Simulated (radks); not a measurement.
**Se in [Ar] 3d10 4s2 4p4: an all-electron calculation**

The task here is to estimate one member of a computed series from the others.

Method: scalar-relativistic Kohn-Sham, PBEsol, spin-unpolarised, spherical densities, finite nucleus. Code: radks (a radial shooting solver on a logarithmic mesh, Libxc functionals) version 1.

## Starting point

| Quantity | Value |
| --- | --- |
| element | selenium (Z = 34) |
| charge | 0 |
| electrons | 34 |
| configuration | [Ar] 3d10 4s2 4p4 |
| nuclear rms radius | 4.14 fm |

The outer shells:

Se
```
[Ar] core
3d [↑↓][↑↓][↑↓][↑↓][↑↓]
4s [↑↓]
4p [↑↓][↑ ][↑ ]
```

Set-up of the first run:

Settings of this run:

```text
Z 34
configuration [Ar] 3d10 4s2 4p4
relativity scalar-relativistic
functional pbe_sol,pbe_sol
spin unpolarised
nucleus finite rms 4.14 fm
c 137.035999084
```

On the command line:

```
$ python run_ks.py task.json out
```

This one command runs every case of the session in turn.

One table of the session follows, with a row left open; its other results are not shown here.

It belongs to the step «Radial structure». Radial moments (bohr):

| level | <r> | outermost maximum (interpolated) | 90 % within | nodes |
| --- | --- | --- | --- | --- |
| 1s | 0.04411 | 0.0288 | 0.0789 | 0 |
| 2s | 0.1961 | 0.165 | 0.303 | 1 |
| 2p | 0.1712 | 0.132 | 0.279 | 0 |
| 3s | ? | ? | ? | ? |
| 3p | 0.5899 | 0.500 | 0.903 | 1 |
| 3d | 0.6308 | 0.452 | 1.05 | 0 |
| 4s | 1.795 | 1.51 | 2.69 | 3 |
| 4p | 2.297 | 1.81 | 3.57 | 2 |

**Question.** Estimate the row for 3s.

**Answer.** <r>: 0.5745; outermost maximum (interpolated): 0.503; 90 % within: 0.857; nodes: 2. In the column «<r>» it lies between 2s (0.1961) and 3p (0.5899).

Caveats from the session: Spin polarisation and multiplet splitting are left out.
